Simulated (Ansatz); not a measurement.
# GeCN2 (R-3m) in Ansatz: notebook

One crystal, GeCN2, is run at these levels: PBEsol, r2SCAN, LDA; tasks: band structure, single point, equation of state.

All numbers are computed with Ansatz 0.2.0; they aren't measurements. Logs are shortened: lines on timing, memory, paths and dates and some standing lists are left out, and cuts for length are marked.

**1. Starting point**

Symmetry: R-3m, No. 166, trigonal system. Conventional cell: a = 3.588 Å, b = 3.588 Å, c = 14.766 Å, α = 90.00°, β = 90.00°, γ = 120.00°. Ge (site symmetry -3m) is surrounded by 6 N at 2.40 Å. N (site symmetry 3m) is surrounded by 1 C at 1.24 Å. C (site symmetry -3m) has 2 N at 1.24 Å as nearest neighbours.

The cell comes from a database or a generator and needn't be the stable form of this composition.

**2. Band structure, PBEsol**

File input.yaml:

```yaml
crystal:
  lattice:
    - [1.7937903697, 1.0356453528, 4.9219572124]
    - [-1.7937903697, 1.0356453528, 4.9219572124]
    - [0.0, -2.0712907056, 4.9219572124]
  atoms:
    - { symbol: Ge, position: [0.0, 0.0, 0.0] }
    - { symbol: "N", position: [0.5839044, 0.5839044, 0.5839044] }
    - { symbol: "N", position: [0.4160956, 0.4160956, 0.4160956] }
    - { symbol: C, position: [0.5, 0.5, 0.5] }
hamiltonian:
  xc: pbesol
  pseudopotentials: { kind: paw }
kpoints:
  mp_grid: { grid: [9, 9, 9] }
  band_path:
    path:
      - [[0.0, 0.0, 0.0], [0.5, 0.0, 0.0], [0.5, 0.1961825099, -0.1961825099]]
      - [[0.8038174901, 0.5, 0.1961825099], [0.5, 0.5, 0.5], [0.0, 0.0, 0.0], [0.3480912549, 0.0, -0.3480912549]]
      - [[0.6519087451, 0.3480912549, 0.0], [0.5, 0.5, 0.0], [0.6519087451, 0.6519087451, 0.1961825099], [0.5, 0.5, 0.5]]
      - [[0.5, 0.0, 0.0], [0.8038174901, 0.3480912549, 0.3480912549]]
    npoints: 14
scf:
  occupations: { method: fermi_dirac, width: 0.05 }
  n_extra_bands: 10
output:
  forces: true
  stress: true
  eigenvalues: true
  fatbands: false
```

Potentials or basis: Ansatz PAW.

The run is started by

```bash
$ ansatz run input.yaml --threads 2 --pin off --max-ram 5632MiB --backend cpu --events-out ev --progress --plain --runs-dir out
```

Output:

```text
Warning: RAYON_NUM_THREADS=2 ignored (pool sized by the plan → 2); use --threads N
basis.fft_grid_basis auto: the FFT boxes are laid along the combinations [[1, 0, -1], [0, 1, -1], [0, 0, 1]] of the cell's own vectors, 3.588, 3.588 and 5.340 Å long. The dense box has 24×24×36 points. Along the cell's own vectors, as sized, it would have 36×36×36, 2.25 times as many. Of the 12 symmetry operations that the crystal satisfies within crystal.symmetry.tolerance (time reversal apart; of a slab, those that keep its plane) the dense box along the cell's own vectors carries 12, and the one as laid loses 8 of those. basis.fft_grid_basis: typed keeps the cell's own vectors: state it where this run's energies or levels are differenced outside the engine with another run's, or held beside a run that keeps those vectors.
scf.n_extra_bands = 10 over 14 filled bands (N_el = 28.0): the run solves 24 bands
Engine: ansatz 0.2.0, x86_64-unknown-linux-gnu
Pseudopotentials: kind: paw
Pseudopotential: Ge, paw, valence charge 14, recommended cutoff 420 eV (normal), Ge.paw.azcp
Pseudopotential: N, paw, valence charge 5, recommended cutoff 420 eV (normal), N.paw.azcp
Pseudopotential: C, paw, valence charge 4, recommended cutoff 420 eV (normal), C.paw.azcp
Functional definition: PBEsol
  exchange = pbesol_x
  correlation = pbesol_c
Crystal: 4 atoms, lattice volume = 54.862 Å³
Basis set: ecut = 420 eV, 1037 PW (Γ), FFT grids on a1−a3, a2−a3, a3, exchange–correlation on 48×48×72 points (8 copies of the dense FFT grid, shifted against one another)
Bands: 24, of which v1, the nominal top of the filled ones, is band 14 counted from 1 (13 counted from 0)
Symmetry: 12 space group operations
Space group: R-3m (ITA 166), of the structure as read, at distance tolerance 3.8e-5 Å
k-points: 85 of 729
Non-local potential: Ge, projectors of the file, l = 0: 2, l = 1: 2, l = 2: 3, l = 3: 1
Non-local potential: N, projectors of the file, l = 0: 2, l = 1: 2, l = 2: 1
Non-local potential: C, projectors of the file, l = 0: 2, l = 1: 2, l = 2: 1
PAW form: soft (Blöchl's): semilocal exchange-correlation on the pseudo side does not see the compensation charge
PAW frozen core: Ge, regenerated for the run's functional, and the local potential with it (the file was generated under x = pbe(κ = 0.804, μ = 0.2195149727645171), c = pbe(β = 0.06672455060314922))
PAW frozen core: N, regenerated for the run's functional, and the local potential with it (the file was generated under x = pbe(κ = 0.804, μ = 0.2195149727645171), c = pbe(β = 0.06672455060314922))
PAW frozen core: C, regenerated for the run's functional, and the local potential with it (the file was generated under x = pbe(κ = 0.804, μ = 0.2195149727645171), c = pbe(β = 0.06672455060314922))
PAW one-centre angular grid: Ge, 590 points (default); XC on 64 Gauss nodes
PAW one-centre angular grid: N, 110 points (default); XC on 64 Gauss nodes
PAW one-centre angular grid: C, 110 points (default); XC on 64 Gauss nodes
Initial density: superposition of atomic densities (neutral atoms: chi_scale 0, normalization atom), corrected by the library's trained network
Initial wavefunctions: pseudopotential atomic-orbital guess
Functional: x = pbesol(κ = 0.804, μ = 0.12345679012345678), c = pbesol(β = 0.046)
SCF iter   1: F=—  HF=-5255.976950 eV  |F-HF|=—  |Δ(HF+E_count)|=         —  Δρ=1.02e-2  dr2=6.64e-2  ethr=1.77e-3  ⟨swp⟩=5.8  Hψ=10145  notcnv=0  defer=49
preconditioner: auto → none  [insulator: Δε(μ)=0.913 eV  Ē_g=21.638 eV  σ=0.050 eV  W_gap=1.00  n_scr=14 (ndim 8)  ℏωp=26.5 eV  f_vac=0.084  D(μ)=0.00/eV (n_scr^D=0)  ε∞_Penn≈2.5]
SCF iter   2: F=—  HF=-5255.965280 eV  |F-HF|=—  |Δ(HF+E_count)|=   1.17e-2  Δρ=5.19e-3  dr2=1.58e-2  ethr=2.37e-4  ⟨swp⟩=2.0  Hψ=3846  notcnv=0  defer=233
SCF iter   3: F=—  HF=-5255.961034 eV  |F-HF|=—  |Δ(HF+E_count)|=   4.25e-3  Δρ=1.04e-3  dr2=3.75e-4  ethr=5.64e-5  ⟨swp⟩=2.0  Hψ=3067  notcnv=0  defer=233
SCF iter   4: F=—  HF=-5255.961388 eV  |F-HF|=—  |Δ(HF+E_count)|=   3.54e-4  Δρ=4.72e-4  dr2=1.32e-4  ethr=1.34e-6  ⟨swp⟩=2.0  Hψ=2514  notcnv=0  defer=233
SCF iter   5: F=—  HF=-5255.961412 eV  |F-HF|=—  |Δ(HF+E_count)|=   2.42e-5  Δρ=1.48e-4  dr2=9.73e-6  ethr=4.71e-7  ⟨swp⟩=2.0  Hψ=2551  notcnv=0  defer=233
SCF iter   6: F=—  HF=-5255.961415 eV  |F-HF|=—  |Δ(HF+E_count)|=   2.49e-6  Δρ=3.51e-5  dr2=3.63e-7  ethr=3.48e-8  ⟨swp⟩=2.2  Hψ=2425  notcnv=0  defer=233
SCF iter   7: F=-5255.961416 eV  HF=-5255.961416 eV  |F-HF|=1.14e-8  |Δ(HF+E_count)|=   9.88e-7  Δρ=4.48e-6  dr2=8.01e-9  ethr=3.57e-10  ⟨swp⟩=10.1  Hψ=9912  notcnv=0
SCF 1 converged in 7 iterations: F = -5255.961416 eV  dr2 = 8.01e-9
NSCF: frozen V_eff on 130 k-points
SCF converged after 7 iterations
Free energy (F): -5255.961416 eV
Harris-Foulkes:  -5255.961416 eV  (|F-HF|=1.14e-8)
Internal energy: -5255.961415 eV  (E = F + TS)
E sigma→0 (E₀):  -5255.961415 eV
Entropy (-TS):   -0.000001 eV (-0.000 meV/atom)
Fermi energy:    6.604040 eV
--- Per-component energies (eV) ---
  E_band       = -221.031892
  E_kinetic    = 454.089173
  E_local      = -3197.059356  (includes V_loc(G=0)·N_el)
  E_nonlocal   = 534.154364
  E_hartree    = 1300.901223
  E_xc         = -237.520432
  E_vxc        = -270.023767  (∫ρ·V_xc dr)
  E_paw        = -2311.695670  (= ΣΔE_a)
  E_vpaw       = -343.992908  (= ΣTr[D̂ρ^β])
  E_aug_tail   = 0.000453  (compensation charges beyond the density's cutoff)
  E_ewald      = -1799.826404
  E_core_change = 0.995234  (= ΣΔE_core)
  E_smearing   = -0.000001  (= −TS)
  E_closure    = 0.000000  (closes the sum)
  Σ components = -5255.961416   (vs F -5255.961416, Δ=0.00e0)
--- Forces (eV/Å), atoms counted from 1 ---
  atom   1  Ge     0.00000000     0.00000000     0.00000000
  atom   2  N     -0.00000000    -0.00000000     0.06568327
  atom   3  N      0.00000000     0.00000000    -0.06568327
  atom   4  C     -0.00000000    -0.00000000     0.00000000
  max |Σ_I F_I| component: 1.85e-17 eV/Å
--- Stress (GPa, compression-positive) ---
       -3.208252       0.000000       0.000000
        0.000000      -3.208252       0.000000
        0.000000       0.000000      -3.388704
  P = ⅓ Tr σ = -3.2684 GPa (-32.684 kbar)
--- Band table (eV; the first three rows and the last of 85) ---
  k-point 0: bands = ["-18.6365", "-18.6328", "-18.6328", "-18.6227", "-18.6227", "-13.1006", "-10.9615", "-4.6168", "0.6439", "0.8789", "0.8789", "3.9712", "4.1768", "4.1768", "8.5123", "9.3024", "9.3024", "10.9874", "13.3095", "13.3095", "15.9523", "16.6922", "16.6922", "18.0682"]
  k-point 1: bands = ["-18.6357", "-18.6332", "-18.6308", "-18.6243", "-18.6231", "-13.0607", "-10.9469", "-4.5036", "0.5384", "0.6731", "0.8556", "3.7799", "3.9715", "3.9869", "8.7262", "9.1868", "9.5387", "11.6574", "12.9707", "13.2289", "15.3753", "16.3871", "16.9955", "19.7695"]
  k-point 2: bands = ["-18.6377", "-18.6309", "-18.6276", "-18.6258", "-18.6239", "-12.9571", "-10.9094", "-4.1743", "-0.1855", "0.6693", "0.8016", "3.0341", "3.5602", "3.7132", "8.6875", "9.9201", "10.1023", "12.1031", "12.9810", "13.1050", "14.2283", "17.1356", "17.8819", "19.1572"]
  k-point 84: bands = ["-18.6355", "-18.6332", "-18.6309", "-18.6245", "-18.6231", "-12.8779", "-11.3042", "-3.7237", "-0.5311", "0.5833", "0.8253", "3.3465", "4.0225", "5.5298", "7.3648", "9.8310", "10.2843", "11.5597", "11.7232", "14.0025", "16.2422", "16.6927", "18.0827", "18.7416"]
```

Wall time 7.2 s (2 threads of Intel Xeon at 2.70GHz, shared host); peak memory 0.41 GiB.

Results:

* Free energy: -5255.9614 eV
* Pressure: -3.3 GPa
* Largest force: 0.066 eV/Å
* Band gap on the k mesh: 1.00 eV, indirect (least direct gap 1.84 eV)
* Band gap along the path: 0.95 eV, indirect (least direct gap 1.82 eV)

Forces in eV/Å, atoms in the order of the input:
```
Ge   0.000  0.000  0.000
N    0.000  0.000  0.066
N    0.000  0.000 -0.066
C    0.000  0.000  0.000
```

Stress tensor (GPa, compression positive):
```
-3.21  0.00  0.00
 0.00 -3.21  0.00
 0.00  0.00 -3.39
```

Levels at the corners of the path, in eV from the valence-band top:
| point | band 11 | band 12 | band 13 | band 14 | band 15 | band 16 | band 17 | band 18 |
| --- | --- | --- | --- | --- | --- | --- | --- | --- |
| Γ | -5.19 | -2.10 | -1.89 | -1.89 | 2.44 | 3.23 | 3.23 | 4.92 |
| L | -5.35 | -3.89 | -3.27 | -3.22 | 2.79 | 4.98 | 5.19 | 5.56 |
| B1 | -6.39 | -4.89 | -3.04 | -0.76 | 2.16 | 3.56 | 4.66 | 6.40 |
| B | -6.39 | -4.89 | -3.04 | -0.76 | 2.16 | 3.56 | 4.66 | 6.40 |
| Z | -5.19 | -1.98 | -1.98 | -1.09 | 0.95 | 4.74 | 4.74 | 4.97 |
| Γ | -5.19 | -2.10 | -1.89 | -1.89 | 2.44 | 3.23 | 3.23 | 4.92 |
| X | -6.05 | -5.16 | -2.99 | -0.98 | 2.45 | 3.38 | 4.91 | 6.43 |
| Q | -6.05 | -5.16 | -2.99 | -0.98 | 2.45 | 3.38 | 4.91 | 6.43 |
| F | -5.83 | -5.74 | -1.75 | 0.00 | 2.02 | 2.08 | 3.95 | 6.30 |
| P1 | -5.72 | -5.10 | -2.18 | -0.72 | 2.62 | 2.73 | 3.52 | 6.38 |
| Z | -5.19 | -1.98 | -1.98 | -1.09 | 0.95 | 4.74 | 4.74 | 4.97 |
| L | -5.35 | -3.89 | -3.27 | -3.22 | 2.79 | 4.98 | 5.19 | 5.56 |
| P | -5.72 | -5.10 | -2.18 | -0.72 | 2.62 | 2.73 | 3.52 | 6.38 |

Caveat: the k mesh misses the band edges, so the gap on the mesh is wider than the one along the path; the pressure holds a Pulay correction of +0.5 GPa for the finite cutoff; the PAW data sets come from PBE, with cores solved anew for the run's functional, which leaves a small shift of forces and pressure. A hybrid or GW would open this gap; PBEsol tends to underestimate it.

**3. Band structure, r2SCAN**

input.yaml, as its differences from that of step 2:

```diff
@@ -11,3 +11,3 @@
 hamiltonian:
-  xc: pbesol
+  xc: r2scan
   pseudopotentials: { kind: paw }
@@ -29,2 +29,2 @@
   eigenvalues: true
-  fatbands: false
+  fatbands: true
```

Potentials or basis: Ansatz PAW.

The run is started by

```bash
$ ansatz run input.yaml --threads 2 --pin off --max-ram 5632MiB --backend cpu --events-out ev --progress --plain --runs-dir out
```

Run time: 17 s. Hardware: 2 threads of Intel Xeon at 2.70GHz, shared host; peak memory 0.57 GiB.

The run converged. Its results:

- Free energy: -5322.6449 eV
- Pressure: -3.2 GPa
- Largest force: 0.501 eV/Å
- Band gap on the k mesh: 1.20 eV, indirect (least direct gap 2.13 eV)
- Band gap along the path: 1.13 eV, indirect (least direct gap 2.11 eV)

Forces on the atoms (eV/Å):
```
Ge   0.000  0.000  0.000
N    0.000  0.000 -0.501
N    0.000  0.000  0.501
C    0.000  0.000  0.000
```

Stress tensor (GPa, compression positive):
```
-1.89  0.00  0.00
 0.00 -1.89  0.00
 0.00  0.00 -5.92
```

Levels at the corners of the path, in eV from the valence-band top:
```
point  band 11  band 12  band 13  band 14  band 15  band 16  band 17  band 18
    Γ    -5.52    -2.31    -2.09    -2.09     2.64     3.43     3.43     5.28
    L    -5.68    -4.14    -3.44    -3.42     2.99     5.34     5.50     5.92
   B1    -6.77    -5.19    -3.27    -0.80     2.35     3.80     4.94     6.82
    B    -6.77    -5.19    -3.27    -0.80     2.35     3.80     4.94     6.82
    Z    -5.51    -2.19    -2.19    -1.23     1.13     5.02     5.02     5.32
    Γ    -5.52    -2.31    -2.09    -2.09     2.64     3.43     3.43     5.28
    X    -6.42    -5.47    -3.22    -1.03     2.65     3.61     5.21     6.84
    Q    -6.42    -5.47    -3.22    -1.03     2.65     3.61     5.21     6.84
    F    -6.26    -6.17    -1.94     0.00     2.21     2.26     4.20     6.77
   P1    -6.06    -5.49    -2.38    -0.75     2.82     2.94     3.76     6.81
    Z    -5.51    -2.19    -2.19    -1.23     1.13     5.02     5.02     5.32
    L    -5.68    -4.14    -3.44    -3.42     2.99     5.34     5.50     5.92
    P    -6.06    -5.49    -2.38    -0.75     2.82     2.94     3.76     6.81
```

Caveat: the k mesh misses the band edges, so the gap on the mesh is wider than the one along the path; the PAW data sets come from PBE, with cores solved anew for the run's functional, which leaves a small shift of forces and pressure. r2SCAN opens gaps a little over a GGA but as a rule still falls short of measured ones.

[end of part 1 of 2]
